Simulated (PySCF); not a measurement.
**CaBr⁻ (triplet): basis, grid and Hamiltonian**

Aim: see how much the energy and properties of CaBr⁻ (triplet) depend on the numerical set-up.

The runs use PySCF 2.14.0; method and basis as typed in the scripts.

2 further runs of the same task are left out: 2 that didn't finish.

## 1. The system as given

CaBr⁻ (triplet): 2 atoms, charge -1, spin multiplicity 3.

Bond lengths: Ca1–Br2 2.739 Å.

## 2. The run that the others are compared with

input.py

```python
from pyscf import gto, scf

mol = gto.M(
    atom='Ca 0 0 0; Br 0 0 2.739',
    basis='pcseg-1',
    charge=-1,
    spin=2,
    verbose=4,
)
mf = scf.UHF(mol)
mf = mf.density_fit(auxbasis='def2-universal-jkfit')
mf.kernel()
mf.dip_moment()
print('orbital energies (hartree):', [e[max(0, n-3):n+3].round(4) for e, n in zip(mf.mo_energy, mol.nelec)])
```

Launch:

```bash
OMP_NUM_THREADS=1 python input.py
```

Its log is not repeated here.

In short: E(SCF) = -3248.804504 Eh, 11 cycles, ⟨S²⟩ = 2.001.

The bond length is a typed value, not an optimised one. The dipole of an ion depends on the origin. The triplet is typed in the script; nothing here shows that it is the ground state.

## 3. Sbkjc (core potential on)

Edit 1 changes basis set: pcseg-1 → sbkjc; core potential: off → on. The core potential changes with it: totals don't compare.

input.py

```python
from pyscf import gto, scf

mol = gto.M(
    atom='Ca 0 0 0; Br 0 0 2.739',
    basis='sbkjc',
    ecp={'Ca': 'sbkjc', 'Br': 'sbkjc'},
    charge=-1,
    spin=2,
    verbose=4,
)
mf = scf.UHF(mol)
mf = mf.density_fit(auxbasis='def2-universal-jkfit')
mf.kernel()
mf.dip_moment()
print('orbital energies (hartree):', [e[max(0, n-3):n+3].round(4) for e, n in zip(mf.mo_energy, mol.nelec)])
```

Launch:

```bash
OMP_NUM_THREADS=1 python input.py
```

## 4. Cartesian functions on

Edit 2 changes Cartesian functions: off → on.

input.py: that of step 2 with these lines changed.

```diff
@@ -7,2 +7,3 @@
     spin=2,
+    cart=True,
     verbose=4,
```

## 5. Lanl2dz (core potential on)

Edit 3 changes basis set: pcseg-1 → lanl2dz; core potential: off → on. The core potential changes with it: totals don't compare.

input.py: that of step 2 with these lines changed.

```diff
@@ -4,3 +4,4 @@
     atom='Ca 0 0 0; Br 0 0 2.739',
-    basis='pcseg-1',
+    basis='lanl2dz',
+    ecp={'Ca': 'lanl2dz', 'Br': 'lanl2dz'},
     charge=-1,
```

Before running it: what results should come out? Wanted: for each run, E(SCF); from base; gap, α spin.

The runs gave:

| run | E(SCF) (hartree) | from base (eV) | cycles | gap, α spin (eV) | functions |
| --- | --- | --- | --- | --- | --- |
| base | -3248.804504 | 0 | 11 | 5.52 | 51 |
| sbkjc (core potential on) | -13.830471 | not comparable | 9 | 3.47 | 16 |
| Cartesian functions on | -3248.831506 | -0.7348 | 11 | 5.52 | 55 |
| lanl2dz (core potential on) | -49.125738 | not comparable | 10 | 1.23 | 20 |

**Reading.** The highest filled level of this anion is positive: the basis lacks diffuse functions or the electron is not bound, so these numbers hang on the basis.
